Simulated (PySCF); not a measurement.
**C2H10BN (SMILES [BH3-][NH2+]CC): levels of theory compared**

We compute a comparison of 3 runs (HF/3-21G, HF/def2-SVP, B3LYP/6-31G*) of C2H10BN. Input form: a Python script.

The results are computed with PySCF 2.14.0.

## (1) The molecule

C2H10BN: 14 atoms, total charge 0, spin state singlet. SMILES: `[BH3-][NH2+]CC`. The coordinates come from a GFN2-xTB relaxation. This is one conformer, not always the lowest.

Bond lengths: B1–N2 1.646 Å, N2–C3 1.460 Å, C3–C4 1.524 Å, B1–H5 1.192 Å, B1–H6 1.193 Å, B1–H7 1.191 Å, N2–H8 1.016 Å, N2–H9 1.016 Å, C3–H10 1.092 Å, C3–H11 1.091 Å, C4–H12 1.089 Å, C4–H13 1.089 Å, C4–H14 1.086 Å. Some angles: B1–N2–C3 114.6°, N2–C3–C4 112.4°, B1–N2–H8 106.3°, B1–N2–H9 106.4°, C3–N2–H8 110.4°, C3–N2–H9 110.4°, N2–B1–H5 106.1°, N2–B1–H6 105.0°, N2–B1–H7 106.1°, N2–C3–H10 107.6°.

## (2) Energy and gradient at HF/3-21G (run 1)

File job.py:

```python
from pyscf import gto, scf

system = gto.M(
    atom='''
B   -0.918910   1.770270  -0.332780
N   -0.312610   0.447330   0.437080
C    0.354610  -0.512420  -0.437550
C    0.888190  -1.719090   0.324230
H   -1.714150   1.359350  -1.119470
H   -1.416510   2.427480   0.529220
H    0.010870   2.308730  -0.847530
H   -1.096400   0.009330   0.911660
H    0.333010   0.794900   1.139960
H   -0.365740  -0.824850  -1.196070
H    1.166310   0.011360  -0.945540
H    0.079330  -2.252350   0.821020
H    1.614480  -1.413300   1.075560
H    1.377520  -2.406760  -0.359780
''',
    verbose=3,
    basis='3-21g',
    max_memory=1860,
)

mf = scf.RHF(system)
mf.conv_tol = 1e-10
mf.kernel()
if not mf.converged:
    mf = mf.newton().run(mf.mo_coeff, mf.mo_occ)

e_tot = mf.e_tot
print(f'total energy: {e_tot:.8f} hartree')
grad = mf.nuc_grad_method().kernel()
mf.analyze()
```

Run with:

```bash
OMP_NUM_THREADS=1 python job.py
```

The program printed:

```text
converged SCF energy = -159.798470149192
total energy: -159.79847015 hartree
--------------- RHF gradients ---------------
         x                y                z
0 B     0.0028198457    -0.0058243661     0.0026546168
1 N     0.0070623744    -0.0061631816    -0.0234221625
2 C    -0.0111222939     0.0123693242     0.0282973192
3 C    -0.0027121657     0.0063049717    -0.0048274620
4 H     0.0059721546     0.0039187922     0.0063730885
5 H     0.0039238900    -0.0052444406    -0.0065881993
6 H    -0.0078898147    -0.0037274946     0.0042703449
7 H    -0.0039023502    -0.0020510250     0.0000218097
8 H     0.0037837281     0.0020793717     0.0013399317
9 H    -0.0051044903    -0.0038805242    -0.0055326608
10 H     0.0070285075     0.0027045773    -0.0034684682
11 H    -0.0023868354    -0.0007228708     0.0009838765
12 H     0.0015716203     0.0014222867     0.0016621394
13 H     0.0009558297    -0.0011854210    -0.0017641740
----------------------------------------------
**** MO energy ****
MO #1   energy= -15.563319680584   occ= 2
MO #2   energy= -11.2327516364964  occ= 2
MO #3   energy= -11.1902235391638  occ= 2
MO #4   energy= -7.46557810451404  occ= 2
MO #5   energy= -1.27414155278382  occ= 2
MO #6   energy= -1.04127455720903  occ= 2
MO #7   energy= -0.882009348369614 occ= 2
MO #8   energy= -0.754977182066446 occ= 2
MO #9   energy= -0.720327591063436 occ= 2
MO #10  energy= -0.657578186731584 occ= 2
MO #11  energy= -0.622340558346802 occ= 2
MO #12  energy= -0.587091710939739 occ= 2
MO #13  energy= -0.544429027331038 occ= 2
MO #14  energy= -0.521709980316285 occ= 2
MO #15  energy= -0.476945671518686 occ= 2
MO #16  energy= -0.40158886372948  occ= 2
MO #17  energy= -0.400374047305085 occ= 2
MO #18  energy= 0.214120648954609  occ= 0
MO #19  energy= 0.269278115201128  occ= 0
MO #20  energy= 0.279028592509546  occ= 0
MO #21  energy= 0.291471541034138  occ= 0
MO #22  energy= 0.321434178450269  occ= 0
MO #23  energy= 0.331013398451709  occ= 0
MO #24  energy= 0.344051997877369  occ= 0
MO #25  energy= 0.351945841120131  occ= 0
MO #26  energy= 0.373329909836502  occ= 0
MO #27  energy= 0.389603209154323  occ= 0
MO #28  energy= 0.417489066172026  occ= 0
MO #29  energy= 0.451102775992201  occ= 0
MO #30  energy= 0.507380519592778  occ= 0
MO #31  energy= 0.69557257718473   occ= 0
MO #32  energy= 0.701660032289584  occ= 0
MO #33  energy= 0.7664713743332    occ= 0
MO #34  energy= 0.878736905740698  occ= 0
MO #35  energy= 0.921837396782612  occ= 0
MO #36  energy= 0.958511142840917  occ= 0
MO #37  energy= 0.981346525183227  occ= 0
MO #38  energy= 1.04293640482241   occ= 0
MO #39  energy= 1.05660359293995   occ= 0
MO #40  energy= 1.19828153620589   occ= 0
MO #41  energy= 1.26494201489542   occ= 0
MO #42  energy= 1.31212625558063   occ= 0
MO #43  energy= 1.32997868488677   occ= 0
MO #44  energy= 1.3306992334563    occ= 0
MO #45  energy= 1.37346813538399   occ= 0
MO #46  energy= 1.38980586927473   occ= 0
MO #47  energy= 1.42156600548497   occ= 0
MO #48  energy= 1.46723319073353   occ= 0
MO #49  energy= 1.5031059877861    occ= 0
MO #50  energy= 1.51229881715496   occ= 0
MO #51  energy= 1.63358498533028   occ= 0
MO #52  energy= 1.71129722796042   occ= 0
MO #53  energy= 1.73552351945353   occ= 0
MO #54  energy= 1.97781486438151   occ= 0
MO #55  energy= 2.30159023226346   occ= 0
MO #56  energy= 2.98101482640279   occ= 0
 ** Mulliken atomic charges  **
charge of    0B =     -0.27824
charge of    1N =     -0.21968
charge of    2C =     -0.03396
charge of    3C =     -0.27644
charge of    4H =     -0.06246
charge of    5H =     -0.06196
charge of    6H =     -0.06234
charge of    7H =      0.24112
charge of    8H =      0.24105
charge of    9H =      0.11388
charge of   10H =      0.11376
charge of   11H =      0.09027
charge of   12H =      0.09020
charge of   13H =      0.10481
Dipole moment(X, Y, Z, Debye):  2.35377, -4.96357,  2.38172
```

It took 2.4 s on 1 thread of Intel Xeon at 2.70GHz, shared host; peak memory 0.13 GiB.

## (3) Energy and forces at HF/def2-SVP (run 2)

File job.py:

```python
# [BH3-][NH2+]CC
from pyscf import gto, scf

molecule = gto.Mole()
molecule.atom = '''
B     -0.918910     1.770270    -0.332780
N     -0.312610     0.447330     0.437080
C      0.354610    -0.512420    -0.437550
C      0.888190    -1.719090     0.324230
H     -1.714150     1.359350    -1.119470
H     -1.416510     2.427480     0.529220
H      0.010870     2.308730    -0.847530
H     -1.096400     0.009330     0.911660
H      0.333010     0.794900     1.139960
H     -0.365740    -0.824850    -1.196070
H      1.166310     0.011360    -0.945540
H      0.079330    -2.252350     0.821020
H      1.614480    -1.413300     1.075560
H      1.377520    -2.406760    -0.359780
'''
molecule.spin = 0
molecule.charge = 0
molecule.max_memory = 1860
molecule.basis = 'def2-svp'
molecule.verbose = 4
molecule.build()

mf = scf.RHF(molecule)
mf.conv_tol = 1e-10
mf.kernel()
if not mf.converged:
    mf = mf.newton().run(mf.mo_coeff, mf.mo_occ)

e_final = mf.e_tot
print('Final energy', e_final)
grad = mf.nuc_grad_method().kernel()
dip = mf.dip_moment()
pop, q = mf.mulliken_pop()
```

Run with:

```bash
OMP_NUM_THREADS=1 python job.py
```

The program printed:

```text
PySCF version 2.14.0

[... 68 lines left out ...]
converged SCF energy = -160.568964145765
Final energy -160.56896414576542
[... 11 lines left out ...]
Dipole moment(X, Y, Z, Debye):  2.25964, -4.78061,  2.34219
[... 82 lines left out ...]
pop of  9 H 1s            0.75910
pop of  9 H 2s            0.14816
pop of  9 H 2px           0.00978
pop of  9 H 2py           0.00377
pop of  9 H 2pz           0.01061
pop of  10 H 1s           0.75931
pop of  10 H 2s           0.14822
pop of  10 H 2px          0.01169
pop of  10 H 2py          0.00604
pop of  10 H 2pz          0.00643
pop of  11 H 1s           0.75963
pop of  11 H 2s           0.17870
pop of  11 H 2px          0.01150
pop of  11 H 2py          0.00730
pop of  11 H 2pz          0.00686
pop of  12 H 1s           0.75961
pop of  12 H 2s           0.17887
pop of  12 H 2px          0.01047
pop of  12 H 2py          0.00456
pop of  12 H 2pz          0.01062
pop of  13 H 1s           0.75498
pop of  13 H 2s           0.16711
pop of  13 H 2px          0.00696
pop of  13 H 2py          0.00957
pop of  13 H 2pz          0.00953
 ** Mulliken atomic charges  **
charge of    0B =      0.07097
charge of    1N =     -0.22854
charge of    2C =      0.07233
charge of    3C =     -0.05092
charge of    4H =     -0.15048
charge of    5H =     -0.15807
charge of    6H =     -0.15046
charge of    7H =      0.16728
charge of    8H =      0.16725
charge of    9H =      0.06859
charge of   10H =      0.06832
charge of   11H =      0.03602
charge of   12H =      0.03586
charge of   13H =      0.05185
```

It took 11 s on 1 thread of Intel Xeon at 2.70GHz, shared host; peak memory 0.24 GiB.

## (4) Energy and forces at B3LYP/6-31G(d) (spherical functions) (run 3)

File geometry.xyz:

```xyz
14

B     -0.918910     1.770270    -0.332780
N     -0.312610     0.447330     0.437080
C      0.354610    -0.512420    -0.437550
C      0.888190    -1.719090     0.324230
H     -1.714150     1.359350    -1.119470
H     -1.416510     2.427480     0.529220
H      0.010870     2.308730    -0.847530
H     -1.096400     0.009330     0.911660
H      0.333010     0.794900     1.139960
H     -0.365740    -0.824850    -1.196070
H      1.166310     0.011360    -0.945540
H      0.079330    -2.252350     0.821020
H      1.614480    -1.413300     1.075560
H      1.377520    -2.406760    -0.359780
```

File input.py:

```python
from pyscf import gto, dft

mol = gto.M(
    atom='geometry.xyz',
    charge=0,
    basis='6-31g*',
    max_memory=1860,
    verbose=4,
)

mf = dft.RKS(mol, xc='b3lyp')
mf.conv_tol = 1e-10
mf.grids.level = 5
mf.kernel()
if not mf.converged:
    mf = mf.newton().run(mf.mo_coeff, mf.mo_occ)

etot = mf.e_tot
print('E(%s) = %.9f' % ('B3LYP', etot))
grad = mf.nuc_grad_method().kernel()
dip = mf.dip_moment()
pop, q = mf.mulliken_pop()
```

Run with:

```bash
OMP_NUM_THREADS=1 python input.py
```

The program printed:

```text
PySCF version 2.14.0

[... 82 lines left out ...]
converged SCF energy = -161.835570418977
[... 13 lines left out ...]
Dipole moment(X, Y, Z, Debye):  2.18882, -4.64578,  2.32004
[... 52 lines left out ...]
pop of  3 C 3dxy          0.00818
pop of  3 C 3dyz          0.00905
pop of  3 C 3dz^2         0.00174
pop of  3 C 3dxz          0.01127
pop of  3 C 3dx2-y2       0.00381
pop of  4 H 1s            0.52678
pop of  4 H 2s            0.56150
pop of  5 H 1s            0.52580
pop of  5 H 2s            0.57120
pop of  6 H 1s            0.52685
pop of  6 H 2s            0.56128
pop of  7 H 1s            0.50404
pop of  7 H 2s            0.13826
pop of  8 H 1s            0.50401
pop of  8 H 2s            0.13836
pop of  9 H 1s            0.52876
pop of  9 H 2s            0.28793
pop of  10 H 1s           0.52890
pop of  10 H 2s           0.28797
pop of  11 H 1s           0.52863
pop of  11 H 2s           0.31844
pop of  12 H 1s           0.52861
pop of  12 H 2s           0.31860
pop of  13 H 1s           0.52615
pop of  13 H 2s           0.30334
 ** Mulliken atomic charges  **
charge of    0B =     -0.06128
charge of    1N =     -0.61791
charge of    2C =     -0.13882
charge of    3C =     -0.46658
charge of    4H =     -0.08828
charge of    5H =     -0.09700
charge of    6H =     -0.08812
charge of    7H =      0.35770
charge of    8H =      0.35764
charge of    9H =      0.18331
charge of   10H =      0.18313
charge of   11H =      0.15293
charge of   12H =      0.15278
charge of   13H =      0.17051
```

Run time: 39 s. Hardware: 1 thread of Intel Xeon at 2.70GHz, shared host; peak memory 0.78 GiB.

## (5) All runs side by side

| run | level | integration grid | energy (Eh) | dipole moment (D) | HOMO energy (eV) | LUMO energy (eV) | wall time |
| --- | --- | --- | --- | --- | --- | --- | --- |
| 1 | HF/3-21G | – | -159.798470 | 5.99 | -10.89 | 5.83 | 2.4 s |
| 2 | HF/def2-SVP | – | -160.568964 | 5.78 | -11.09 | 3.85 | 11 s |
| 3 | B3LYP/6-31G* (spherical functions) | 5 | -161.835570 | 5.64 | -7.19 | 1.16 | 39 s |

## (6) What came out

| quantity | value |
| --- | --- |
| run 3: total energy | -161.83557 Eh |
| run 3: dipole moment | 5.64 D |
| run 3: HOMO energy | -7.19 eV |
| run 3: LUMO energy | 1.16 eV |
| run 3: HOMO–LUMO gap | 8.34 eV |
| run 3: largest force on an atom | 0.864 eV/Å |

What this shows: The dipole moment (its size) runs from 5.64 D (B3LYP/6-31G*) to 5.99 D (HF/3-21G). The two ends differ in method and basis. The HOMO–LUMO gap runs from 8.34 eV (B3LYP/6-31G*) to 16.72 eV (HF/3-21G). All runs together took 52 s, the longest 39 s.
